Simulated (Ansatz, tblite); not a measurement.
**C10H23BO2: removing and adding an electron**

Aim: the energy of removing and adding an electron for C10H23BO2, by energy differences, and how well orbital energies stand in for it.

The runs use Ansatz 0.2.0, Gaussian basis; as each input shows.

Levels to be run: charge +1 doublet, at the geometry of the singlet (PBE0-D4/def2-TZVP, PBE-D4/def2-TZVP); charge -1 doublet, at the geometry of the singlet (PBE0-D4/def2-TZVP, PBE-D4/def2-TZVP); the starting singlet's energies come from earlier runs.

## 1. The relaxed structure

The geometry is that of the singlet, from an earlier relaxation (PBE-D4/def2-SVP).

SMILES `CCCCCCCCCCB(O)O`, 36 atoms, charge 0, spin multiplicity 1.

Atoms are counted from 1 here; the program's logs count them from 0.

Bond lengths: C1–C2 1.530 Å, C1–H14 1.111 Å, C1–H15 1.110 Å, C1–H16 1.109 Å, C2–C3 1.534 Å, C2–H17 1.114 Å, C2–H18 1.112 Å, C3–C4 1.535 Å, C3–H19 1.114 Å, C3–H20 1.113 Å, C4–C5 1.533 Å, C4–H21 1.113 Å, C4–H22 1.114 Å, C5–C6 1.531 Å, C5–H23 1.113 Å, C5–H24 1.114 Å, C6–C7 1.531 Å, C6–H25 1.114 Å and more. Angles: C2–C1–H14 111.4°, C2–C1–H15 111.3°, C2–C1–H16 111.8°, H14–C1–H15 107.1°, H14–C1–H16 107.5°, H15–C1–H16 107.5°, C1–C2–C3 113.3°, C1–C2–H17 109.7°, C1–C2–H18 109.3°, C3–C2–H17 109.0°, C3–C2–H18 109.8°, H17–C2–H18 105.6°, C2–C3–C4 114.9°, C2–C3–H19 109.1°, C2–C3–H20 108.6°, C4–C3–H19 109.2°, C4–C3–H20 109.0°, H19–C3–H20 105.5° and more.

## 2. Charge +1 doublet at the fixed geometry, PBE0-D4/def2-TZVP

Contents of in.yaml:

```yaml
crystal:
  periodic: [false, false, false]
  atoms:
    - {symbol: C, position_ang: [-5.778772, 0.015967, -1.358872]}
    - {symbol: C, position_ang: [-4.506693, -0.329416, -0.582344]}
    - {symbol: C, position_ang: [-4.025464, 0.806889, 0.328558]}
    - {symbol: C, position_ang: [-2.781443, 0.481727, 1.166905]}
    - {symbol: C, position_ang: [-1.501805, 0.245343, 0.356872]}
    - {symbol: C, position_ang: [-0.264019, -0.013186, 1.220721]}
    - {symbol: C, position_ang: [1.012937, -0.261479, 0.412720]}
    - {symbol: C, position_ang: [2.252022, -0.520083, 1.276205]}
    - {symbol: C, position_ang: [3.536252, -0.814154, 0.487467]}
    - {symbol: C, position_ang: [4.052580, 0.355002, -0.361743]}
    - {symbol: B, position_ang: [5.395578, 0.099316, -1.157506]}
    - {symbol: O, position_ang: [5.948960, -1.162581, -1.134885]}
    - {symbol: O, position_ang: [5.946031, 1.159698, -1.846277]}
    - {symbol: H, position_ang: [-6.618630, 0.256334, -0.673119]}
    - {symbol: H, position_ang: [-5.624722, 0.901865, -2.010501]}
    - {symbol: H, position_ang: [-6.106428, -0.821726, -2.007530]}
    - {symbol: H, position_ang: [-4.679360, -1.239745, 0.035326]}
    - {symbol: H, position_ang: [-3.702069, -0.603067, -1.299260]}
    - {symbol: H, position_ang: [-3.824321, 1.710971, -0.291347]}
    - {symbol: H, position_ang: [-4.857160, 1.092327, 1.010732]}
    - {symbol: H, position_ang: [-2.601387, 1.313933, 1.883131]}
    - {symbol: H, position_ang: [-2.986650, -0.414287, 1.796737]}
    - {symbol: H, position_ang: [-1.643213, -0.614788, -0.334715]}
    - {symbol: H, position_ang: [-1.315679, 1.127269, -0.298397]}
    - {symbol: H, position_ang: [-0.104635, 0.851212, 1.905247]}
    - {symbol: H, position_ang: [-0.455526, -0.886084, 1.886050]}
    - {symbol: H, position_ang: [1.192313, 0.610933, -0.254531]}
    - {symbol: H, position_ang: [0.854657, -1.129781, -0.267672]}
    - {symbol: H, position_ang: [2.422037, 0.357441, 1.942138]}
    - {symbol: H, position_ang: [2.039942, -1.375020, 1.956709]}
    - {symbol: H, position_ang: [4.332473, -1.125015, 1.197523]}
    - {symbol: H, position_ang: [3.370869, -1.699865, -0.165662]}
    - {symbol: H, position_ang: [3.289498, 0.668374, -1.111655]}
    - {symbol: H, position_ang: [4.196523, 1.261574, 0.271099]}
    - {symbol: H, position_ang: [6.768954, -1.252536, -1.652400]}
    - {symbol: H, position_ang: [6.766331, 0.946658, -2.325722]}
basis:
  gaussian: {orbitals: def2-TZVP}
total_charge: 1
magnetization: {spin_polarized: true, initial_magnetization: 1}
hamiltonian: {xc: pbe0, dispersion: d4}
scf: {omitted_lower_state_checks: [starts]}
output: {orbitals: {seedname: orbitals}}
```

Command:

```sh
$ ansatz run in.yaml --threads 4 --pin off --events-out ev --progress --plain --max-ram 9574MiB
```

Log:

```text
Functional definition: PBE0
  name "PBE0"
  cite "Adamo & Barone, J. Chem. Phys. 110, 6158 (1999) doi:10.1063/1.478522"
  cite "Perdew, Burke & Ernzerhof, Phys. Rev. Lett. 77, 3865 (1996) doi:10.1103/PhysRevLett.77.3865"
  parent pbe
  parameter a = 0.25
  parameter kappa = 0.804
  parameter beta = 0.06672455060314922
  exchange = (1 - a)*pbe_x(kappa = kappa, mu = beta*pi^2/3) + a*exact_x
  correlation = pbe_c(beta = beta)
these checks for a lower state are left out or cut short: starts
3283 factors; their error is unknown
the host lacks memory for fits, so the integrals are decomposed
3751 factors; integrals over basis functions are off by at most 1.2e-3 eV
mean field evaluation 1: about -15461.6414 eV, gradient 8.9e1 eV
mean field evaluation 2: about -15433.0492 eV, gradient 1.2e2 eV
mean field evaluation 4: about -15494.2530 eV, gradient 2.0e1 eV
mean field evaluation 8: about -15497.1353 eV, gradient 8.6e-1 eV
mean field evaluation 16: about -15497.2472 eV, gradient 1.0e-1 eV
mean field evaluation 32: about -15497.2476 eV, gradient 1.3e-3 eV
mean field -15497.24762877 eV, -569.5133459454 hartree, gradient 5.5e-6 eV, S^2 0.752475; 0 other end points of the search recorded, 0 dependent functions left out
reference -15497.24768568 eV, -569.5133480371 hartree; 52, 51 occupied and 489, 490 virtual orbitals, 3751 factors
Total energy: -15497.88113037 eV, -569.5366266999 hartree
Checks for a lower state left out: starts
```

Run time: 2.9 min. Hardware: 4 threads of Arm Neoverse N1, shared host; peak memory 4.2 GiB.

Report: HOMO -12.06 eV, LUMO -11.04 eV (over both spins); ⟨S²⟩ 0.752 (pure: 0.75).

## 3. Charge +1 doublet at the fixed geometry, PBE-D4/def2-TZVP

start.molden holds the orbitals of an earlier run on this state, given as this run's starting guess.

Edit in.yaml of step 2 so:

```diff
@@ -40,6 +40,6 @@
 basis:
-  gaussian: {orbitals: def2-TZVP}
+  gaussian: {orbitals: def2-TZVP, initial_orbitals: start.molden}
 total_charge: 1
 magnetization: {spin_polarized: true, initial_magnetization: 1}
-hamiltonian: {xc: pbe0, dispersion: d4}
+hamiltonian: {xc: pbe, dispersion: d4}
 scf: {omitted_lower_state_checks: [starts]}
```

Launched as before.

Log:

```text
Functional definition: PBE
  name "PBE"
  cite "Perdew, Burke & Ernzerhof, Phys. Rev. Lett. 77, 3865 (1996) doi:10.1103/PhysRevLett.77.3865"
  parent pbe
  parameter kappa = 0.804
  parameter beta = 0.06672455060314922
  exchange = pbe_x(kappa = kappa, mu = beta*pi^2/3)
  correlation = pbe_c(beta = beta)
these checks for a lower state are left out or cut short: starts
3283 factors; their error is unknown
mean field evaluation 1: about -15495.5087 eV, gradient 1.0e1 eV
mean field evaluation 2: about -15495.7909 eV, gradient 3.7e-1 eV
mean field evaluation 4: about -15495.5113 eV, gradient 4.3e0 eV
mean field evaluation 8: about -15495.6913 eV, gradient 2.8e-2 eV
mean field evaluation 16: about -15495.6914 eV, gradient 1.7e-4 eV
mean field -15495.69135175 eV, -569.4561538200 hartree, gradient 2.0e-6 eV, S^2 0.750646; 0 other end points of the search recorded, 0 dependent functions left out
reference -15495.69143054 eV, -569.4561567154 hartree; 52, 51 occupied and 489, 490 virtual orbitals, 3283 factors
Total energy: -15496.43739184 eV, -569.4835702876 hartree
Checks for a lower state left out: starts
```

Wall time 76 s (4 threads of Arm Neoverse N1, shared host); peak memory 1.6 GiB.

Report: HOMO -10.89 eV, LUMO -10.83 eV (over both spins); ⟨S²⟩ 0.751 (pure: 0.75).

## 4. Vertical ionisation energy

Charged state less starting state, singlet to doublet; the starting state's energies are those of its earlier runs.

| level | vertical ionisation energy (eV) | time |
| --- | --- | --- |
| PBE-D4/def2-TZVP | +8.96 | 1.7 min |
| PBE0-D4/def2-TZVP | +9.68 | 3.7 min |

Times add the two runs; a level without a time comes out of a correlated run.

Beside −ε(HOMO) of the starting state:

| level | −ε(HOMO) (eV) | by difference (eV) | mismatch (eV) |
| --- | --- | --- | --- |
| PBE-D4/def2-TZVP | 6.90 | 8.96 | -2.07 |
| PBE0-D4/def2-TZVP | 8.22 | 9.68 | -1.46 |

## 5. Charge -1 doublet at the fixed geometry, PBE0-D4/def2-TZVP

Edit in.yaml of step 3 so:

```diff
@@ -40,6 +40,6 @@
 basis:
-  gaussian: {orbitals: def2-TZVP, initial_orbitals: start.molden}
-total_charge: 1
+  gaussian: {orbitals: def2-TZVP}
+total_charge: -1
 magnetization: {spin_polarized: true, initial_magnetization: 1}
-hamiltonian: {xc: pbe, dispersion: d4}
+hamiltonian: {xc: pbe0, dispersion: d4}
 scf: {omitted_lower_state_checks: [starts]}
```

The command is unchanged.

Log (excerpt; [...] marks lines left out):

```text
Functional definition: PBE0
  name "PBE0"
  cite "Adamo & Barone, J. Chem. Phys. 110, 6158 (1999) doi:10.1063/1.478522"
  cite "Perdew, Burke & Ernzerhof, Phys. Rev. Lett. 77, 3865 (1996) doi:10.1103/PhysRevLett.77.3865"
  parent pbe
[...]
3283 factors; their error is unknown
the host lacks memory for fits, so the integrals are decomposed
3751 factors; integrals over basis functions are off by at most 1.2e-3 eV
[...]
mean field -15505.30405201 eV, -569.8094140386 hartree, gradient 1.1e-5 eV, S^2 0.750457; 0 other end points of the search recorded, 0 dependent functions left out
reference -15505.30411739 eV, -569.8094164416 hartree; 53, 52 occupied and 488, 489 virtual orbitals, 3751 factors
Total energy: -15506.02004561 eV, -569.8357263183 hartree
Checks for a lower state left out: starts
```

It took 2.2 min on 4 threads of Arm Neoverse N1, shared host; peak memory 4.2 GiB.

Report: HOMO 2.75 eV, LUMO 3.09 eV (over both spins); ⟨S²⟩ 0.750 (pure: 0.75). Doubts: highest occupied level lies above zero.

## 6. Charge -1 doublet at the fixed geometry, PBE-D4/def2-TZVP

Edit in.yaml of step 5 so:

```diff
@@ -40,6 +40,6 @@
 basis:
-  gaussian: {orbitals: def2-TZVP}
+  gaussian: {orbitals: def2-TZVP, initial_orbitals: start.molden}
 total_charge: -1
 magnetization: {spin_polarized: true, initial_magnetization: 1}
-hamiltonian: {xc: pbe0, dispersion: d4}
+hamiltonian: {xc: pbe, dispersion: d4}
 scf: {omitted_lower_state_checks: [starts]}
```

The command is unchanged.

Log:

```text
Functional definition: PBE
  name "PBE"
  cite "Perdew, Burke & Ernzerhof, Phys. Rev. Lett. 77, 3865 (1996) doi:10.1103/PhysRevLett.77.3865"
  parent pbe
  parameter kappa = 0.804
  parameter beta = 0.06672455060314922
  exchange = pbe_x(kappa = kappa, mu = beta*pi^2/3)
  correlation = pbe_c(beta = beta)
these checks for a lower state are left out or cut short: starts
3283 factors; their error is unknown
mean field evaluation 1: about -15503.2361 eV, gradient 1.0e1 eV
mean field evaluation 2: about -15503.5225 eV, gradient 3.2e-1 eV
mean field evaluation 4: about -15503.3986 eV, gradient 2.4e-2 eV
mean field evaluation 8: about -15503.3986 eV, gradient 1.4e-5 eV
mean field -15503.39860329 eV, -569.7393900898 hartree, gradient 1.4e-5 eV, S^2 0.750420; 0 other end points of the search recorded, 0 dependent functions left out
reference -15503.39869259 eV, -569.7393933717 hartree; 53, 52 occupied and 488, 489 virtual orbitals, 3283 factors
Total energy: -15504.24183308 eV, -569.7703782131 hartree
Checks for a lower state left out: starts
```

Run time: 46 s. Hardware: 4 threads of Arm Neoverse N1, shared host; peak memory 1.5 GiB.

HOMO 2.68 eV, LUMO 2.70 eV (over both spins); ⟨S²⟩ 0.750 (pure: 0.75). Doubts: highest occupied level lies above zero.

## 7. Vertical electron affinity

Starting state less charged state (positive: the electron is bound), singlet to doublet; the starting state's energies are those of its earlier runs.

| level | vertical electron affinity (eV) | time |
| --- | --- | --- |
| PBE-D4/def2-TZVP | -1.16 | 71 s |
| PBE0-D4/def2-TZVP | -1.54 | 3.1 min |

Times add the two runs; a level without a time comes out of a correlated run.

Beside −ε(LUMO) of the starting state:

| level | −ε(LUMO) (eV) | by difference (eV) | mismatch (eV) |
| --- | --- | --- | --- |
| PBE-D4/def2-TZVP | 0.62 | -1.16 | +1.78 |
| PBE0-D4/def2-TZVP | -0.25 | -1.54 | +1.29 |

## 8. Results

```
                                            quantity                                 value
vertical ionisation energy, functionals in def2-TZVP    8.96 (PBE-D4) to 9.68 eV (PBE0-D4)
vertical electron affinity, functionals in def2-TZVP  -1.54 (PBE0-D4) to -1.16 eV (PBE-D4)
```

**Reading.** The vertical ionisation energy spans 8.96 to 9.68 eV over the functionals. −ε(HOMO) misses the level's own difference by -1.46 eV at best (PBE0-D4) and -2.07 eV at worst (PBE-D4). The vertical electron affinity spans -1.54 to -1.16 eV over the functionals. A negative affinity means an unbound electron, held by the basis alone. −ε(LUMO) misses the level's own difference by +1.29 eV at best (PBE0-D4) and +1.78 eV at worst (PBE-D4).
